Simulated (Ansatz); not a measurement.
# AsH₂F (singlet): from Hartree-Fock to the top rungs at a displaced geometry (v2), cc-pVDZ

How much of the correlation energy of AsH₂F (singlet) does each wave-function method recover here?

Computed with Ansatz 0.2.0, Gaussian basis. Level: cc-pVDZ, core rule «outside noble gas», up to 15 orbitals frozen.

To be run: UHF; CCSD(T) on RHF; BCCD(T) on RHF; CISD; CCSDT(Q) on RHF.

27 further runs of the same task are left out: 10 for a known fault of the program, 8 that didn't finish, 9 set aside as unsound or not needed.

## Step 1: The geometry

The geometry is a PBE0/def2-TZVP stationary point (not a proven minimum) with its atoms shifted at random (size 0.100 Å). No spin-orbit coupling is included. The filled d shell of As may be among the frozen orbitals whatever the setting's name suggests; the logs give the count.

4 atoms, charge 0, spin multiplicity 1.

Atoms are counted from 1 here; the program's logs count them from 0.

Bond lengths: F1–As2 1.740 Å, As2–H3 1.504 Å, As2–H4 1.358 Å. Angles: F1–As2–H3 99.4°, F1–As2–H4 99.9°, H3–As2–H4 95.9°.

## Step 2: UHF

File in.yaml:

```yaml
crystal:
  periodic: [false, false, false]
  atoms:
    - {symbol: F, position_ang: [0.078047, -0.005454, 1.398547]}
    - {symbol: As, position_ang: [0.005284, 0.002920, -0.340090]}
    - {symbol: H, position_ang: [-0.973470, -1.119689, -0.549830]}
    - {symbol: H, position_ang: [-0.890349, 1.005423, -0.531615]}
basis:
  gaussian: {orbitals: cc-pVDZ}
magnetization: {spin_polarized: true, initial_magnetization: 0}
hamiltonian: {xc: hf}
output: {orbitals: {seedname: orbitals}}
```

Started as:

```sh
$ ansatz run in.yaml --threads 1 --pin off --events-out ev --progress --plain --max-ram 2393MiB
```

Further steps of the session: CCSD(T) on RHF; BCCD(T) on RHF; CISD; CCSDT(Q) on RHF.

Q: Predict the results of all the runs planned. Wanted: RCCSDT(Q) below the RHF energy; RMP2 from RCCSDT(Q); RCCSD from RCCSDT(Q); RCCSD(T) from RCCSDT(Q); T1 diagnostic.

The runs gave:

| quantity | value |
| --- | --- |
| RCCSDT(Q) below the RHF energy | -8.9485 eV |
| RMP2 from RCCSDT(Q) | +76.8 kJ/mol |
| RCCSD from RCCSDT(Q) | +18.5 kJ/mol |
| RCCSD(T) from RCCSDT(Q) | +3.2 kJ/mol |
| levels within 1 kcal/mol (43 meV) | RCCSD(T), BCCD(T), RCCSDT |
| T1 diagnostic | 0.013 |

RCCSD(T) misses by +3.2 kJ/mol, 0.4 % of the correlation energy. These misses are within one basis, not against nature.
